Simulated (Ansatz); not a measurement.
# C₃H₆SeSi: one species, many methods

An exercise on one series of results from a longer session: the logs are not shown, and one member is left open.

Computed with Ansatz 0.2.0, Gaussian basis. Level: functionals in def2-TZVPP, the program's frozen cores in correlated methods.

The runs, in order: PBE-D4, r2SCAN-D4, PBE0-D4, B3LYP-D4, ωB97X-V, ωB97M-V, B2PLYP; CCSD(T)/def2-TZVPP; MP2/def2-QZVPP; extrapolation to the limit.

**The geometry**

The geometry comes from an earlier relaxation with PBE0-D4 in a triple-zeta def2 set; it is a stationary point, not always the lowest conformer.

SMILES `[SiH3]/C=C1\C[Se]1`, 11 atoms, charge 0, spin multiplicity 1.

Atoms are counted from 1 here; the program's logs count them from 0.

Bond lengths: Si1–C2 1.856 Å, Si1–H6 1.488 Å, Si1–H7 1.486 Å, Si1–H8 1.488 Å, C2–C3 1.322 Å, C2–H9 1.086 Å, C3–C4 1.444 Å, C3–Se5 1.889 Å, C4–Se5 1.989 Å, C4–H10 1.085 Å, C4–H11 1.085 Å. Angles: C2–Si1–H6 110.9°, C2–Si1–H7 108.9°, C2–Si1–H8 110.9°, H6–Si1–H7 109.2°, H6–Si1–H8 107.6°, H7–Si1–H8 109.2°, Si1–C2–C3 121.1°, Si1–C2–H9 120.4°, C3–C2–H9 118.5°, C2–C3–C4 145.0°, C2–C3–Se5 143.2°, C4–C3–Se5 71.9°, C3–C4–Se5 64.5°, C3–C4–H10 118.9°, C3–C4–H11 118.9°, Se5–C4–H10 114.3°, Se5–C4–H11 114.3°, H10–C4–H11 115.5° and more.

Set-up of the first run:

in.yaml reads:

```yaml
crystal:
  periodic: [false, false, false]
  atoms:
    - {symbol: Si, position_ang: [-1.556030, 0.014348, 0.847485]}
    - {symbol: C, position_ang: [0.200649, 0.613648, 0.825740]}
    - {symbol: C, position_ang: [1.030733, 0.258271, -0.139266]}
    - {symbol: C, position_ang: [1.170660, -0.506029, -1.356163]}
    - {symbol: Se, position_ang: [2.802623, 0.461989, -0.760587]}
    - {symbol: H, position_ang: [-2.507821, 1.157665, 0.811765]}
    - {symbol: H, position_ang: [-1.784332, -0.849985, -0.339984]}
    - {symbol: H, position_ang: [-1.835969, -0.766706, 2.082810]}
    - {symbol: H, position_ang: [0.567860, 1.267537, 1.611770]}
    - {symbol: H, position_ang: [0.732406, -0.120797, -2.271326]}
    - {symbol: H, position_ang: [1.244719, -1.586942, -1.291645]}
basis:
  gaussian: {orbitals: def2-TZVPP}
hamiltonian: {xc: pbe, dispersion: d4}
output: {forces: true, orbitals: {seedname: orbitals}}
```

Started as:

```bash
ansatz run in.yaml --threads 4 --pin off --events-out ev --progress --plain --max-ram 10444MiB
```

Among the steps run: PBE-D4 (GGA); r2SCAN-D4 (meta-GGA); PBE0-D4 (hybrid); B3LYP-D4 (hybrid); ωB97X-V (range-separated); ωB97M-V (range-separated); B2PLYP (double hybrid); CCSD(T) in def2-TZVPP; MP2 in def2-QZVPP.

One table of the session follows, with a row left open; its other results are not shown here.

| method | atomisation energy (kJ/mol) |
| --- | --- |
| PBE-D4 | 4144.7 |
| r2SCAN-D4 | ? |
| PBE0-D4 | 4071.1 |
| B3LYP-D4 | 4042.2 |
| ωB97X-V | 4048.5 |
| ωB97M-V | 4038.6 |
| B2PLYP | 3997.3 |
| HF/def2-TZVPP | 2913.2 |
| MP2/def2-TZVPP | 4006.7 |
| CCSD/def2-TZVPP | 3862.0 |
| CCSD(T)/def2-TZVPP | 3936.7 |
| MP2/CBS | 4112.6 |
| CCSD(T)/CBS | 4042.6 |

Q: Estimate the row for r2SCAN-D4 from the others.

As computed: atomisation energy (kJ/mol): 4067.7. In the column «atomisation energy (kJ/mol)» it lies between ωB97X-V (4048.5) and PBE0-D4 (4071.1).

Among the levels timed on like hardware and quicker than the yardstick, those that no quicker one beats, quickest first: PBE-D4 (1.3 s, +102.0 kJ/mol); PBE0-D4 (1.6 s, +28.5 kJ/mol); r2SCAN-D4 (2.1 s, +25.1 kJ/mol); B3LYP-D4 (2.5 s, -0.4 kJ/mol).

B2PLYP carry no dispersion term (for B3LYP, D4 adds 44.8 kJ/mol).

To keep in mind: Free atoms (1 Si, 3 C, 1 Se, 6 H) were run apart at each level; the atomisation energy is their sum less the molecule, without zero-point or spin-orbit terms. All levels share the lack of spin-orbit coupling, which lowers the free heavy atoms and so the true binding.
